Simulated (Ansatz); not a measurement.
# Ti2Al3Ru: from a guess to a relaxed structure

Aim: relax a trial structure of Ti2Al3Ru and see where it ends.

Program: Ansatz 0.2.0. Level of theory: DFT PBE, scalar-relativistic, plane waves, PAW. These are calculated values, not measurements.

**1. The system as given**

It takes space group P6/mmm (No. 191, hexagonal). The conventional cell has a = 5.367 Å, b = 5.367 Å, c = 3.203 Å, α = 90.00°, β = 90.00°, γ = 120.00°. Ti (site symmetry -6m2) is surrounded by 6 Al at 2.23 Å. Al (site symmetry mmm) has 4 Ti at 2.23 Å in its first shell of neighbours. Ru (site symmetry 6/mmm) is surrounded by 6 Ti at 3.10 Å and 12 Al at 3.12 Å and 2 Ru at 3.20 Å.

As a file:

```cif
data_structure
_symmetry_space_group_name_H-M 'P6/mmm'
_symmetry_Int_Tables_number 191
_cell_length_a 5.3668
_cell_length_b 5.3668
_cell_length_c 3.2027
_cell_angle_alpha 90.000
_cell_angle_beta 90.000
_cell_angle_gamma 120.000
_cell_volume 79.89
loop_
_atom_site_label
_atom_site_type_symbol
_atom_site_symmetry_multiplicity
_atom_site_Wyckoff_symbol
_atom_site_fract_x
_atom_site_fract_y
_atom_site_fract_z
_atom_site_occupancy
Ti1 Ti 2 c 0.33333 0.66667 0.00000 1
Al1 Al 3 g 0.50000 0.00000 0.50000 1
Ru1 Ru 1 a 0.00000 0.00000 0.00000 1
```

Recipe of the guess: species swapped into a database cell of GdCo3B2 (P6/mmm, No. 191), with Ru on the Gd sites, Al on the Co sites and Ti on the B sites. Lengths come from tabulated atomic sizes and are only a guess.

**2. A first look at the guess**

Input file input.yaml:

```yaml
crystal:
  lattice:
    - [5.36684742, 0.0, 0.0]
    - [-2.68342371, 4.6478262, 0.0]
    - [0.0, 0.0, 3.20271048]
  atoms:
    - { symbol: Ti, position: [0.33333333, 0.66666667, 0.0] }
    - { symbol: Ti, position: [0.66666667, 0.33333333, 0.0] }
    - { symbol: Al, position: [0.5, 0.0, 0.5] }
    - { symbol: Al, position: [0.5, 0.5, 0.5] }
    - { symbol: Al, position: [0.0, 0.5, 0.5] }
    - { symbol: Ru, position: [0.0, 0.0, 0.0] }
basis:
  ecutwfc: 420
kpoints:
  mp_grid: { grid: [6, 6, 6] }
hamiltonian:
  xc: pbe
scf:
  occupations: { method: gaussian, width: 0.1 }
  lower_state_search: "off"
output:
  forces: true
  stress: true
  eigenvalues: true
```

Run with:

```console
> ansatz run input.yaml --threads 1 --pin off --max-ram 2560MiB --backend cpu --events-out ev --progress --plain --runs-dir out
```

The session goes on with these runs: a loose first relaxation; spin check on a coarse mesh; final relaxation.

**Question.** What will these runs give? Wanted: conventional cell; volume; energy over the elements; gap on the mesh.

As calculated:

```
                              quantity                                                                       value
symmetry at the end (tolerance 0.05 Å)                                                space group P6/mmm (No. 191)
                     conventional cell  a = 5.065 Å, b = 5.065 Å, c = 4.592 Å, α = 90.00°, β = 90.00°, γ = 120.00°
                                volume                                                               17.00 Å³/atom
              energy over the elements                                                               +0.16 eV/atom
                       gap on the mesh                                                                none (metal)
```

What this shows: The space group P6/mmm (No. 191) is kept, and the volume per atom grows by 27.7 % from the first guess. With a positive formation energy it can't be a ground state. No finished test with a distortion of lower symmetry is shown, so the end may be a saddle point. Other magnetic orders were not searched.
